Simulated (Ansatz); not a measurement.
**NaScTe2: the cell at several levels of theory**

An exercise on one series of results from a longer session: the logs are not shown, and one member is left open.

Code: Ansatz 0.2.0. PAW datasets, plane waves, zero pressure. The cell comes from a prototype generator: it can be a known phase or a hypothetical one. Spin polarisation is off.

1 further run of the same task is left out (for a known fault of the program).

## The structure to begin with

Space group P4/mmm (No. 123), tetragonal; conventional cell a = 4.500 Å, c = 6.364 Å, 32.23 Å³ an atom. Na has 6 Te at 3.18 Å; Te has 4 Sc at 3.18 Å and 2 Na at 3.18 Å; Sc has 6 Te at 3.18 Å; Te has 4 Na at 3.18 Å and 2 Sc at 3.18 Å.

Coordinates:

```xyz
4
Lattice="4.5004 0.0000 0.0000 0.0000 4.5004 0.0000 0.0000 0.0000 6.3645" Properties=species:S:1:pos:R:3 pbc="T T T"
Na    0.0000    0.0000    0.0000
Te    0.0000    0.0000    3.1822
Sc    2.2502    2.2502    3.1822
Te    2.2502    2.2502    0.0000
```

The first run:

The input, input.yaml:

```yaml
crystal:
  lattice:
    - [4.5003577743, 0.0, 0.0]
    - [0.0, 4.5003577743, 0.0]
    - [0.0, 0.0, 6.364467]
  atoms:
    - { symbol: Na, position: [0.0, 0.0, 0.0] }
    - { symbol: Te, position: [0.0, 0.0, 0.5] }
    - { symbol: Sc, position: [0.5, 0.5, 0.5] }
    - { symbol: Te, position: [0.5, 0.5, 0.0] }
kpoints:
  mp_grid: { grid: [6, 6, 4] }
hamiltonian:
  xc: pbe
scf:
  occupations: { method: fermi_dirac, width: 0.02 }
relax:
  f_tol: 0.005
  cell: {}
```

Steps of the session up to this table: Relaxation with PBE; r2SCAN: cell and atoms; PBEsol: cell and atoms; LDA: cell and atoms; HSE06: cell and atoms.

One table of the session follows, with a row left open; its other results are not shown here.

| level | a (Å) | c (Å) | volume (Å³/atom) |
| --- | --- | --- | --- |
| PBE | 4.320 | 5.927 | 27.649 |
| r2SCAN | 4.310 | 5.899 | 27.395 |
| PBEsol | 4.246 | 5.853 | 26.380 |
| LDA | ? | ? | ? |
| HSE06 | 4.314 | 5.859 | 27.256 |

**Question.** Estimate the row for LDA.

The run gave: a (Å): 4.191; c (Å): 5.790; volume (Å³/atom): 25.425. In the column «a (Å)» it is the lowest.

The first relaxation changed the volume by -14.2 % from the start. The volume runs from LDA (least) to PBE (most), a spread of 8.7 %, or 2.8 % in length if all axes shared it alike. The meshes differ: PBE 6×6×4, r2SCAN 6×6×4, PBEsol 6×6×4, LDA 6×6×4, HSE06 4×4×4.
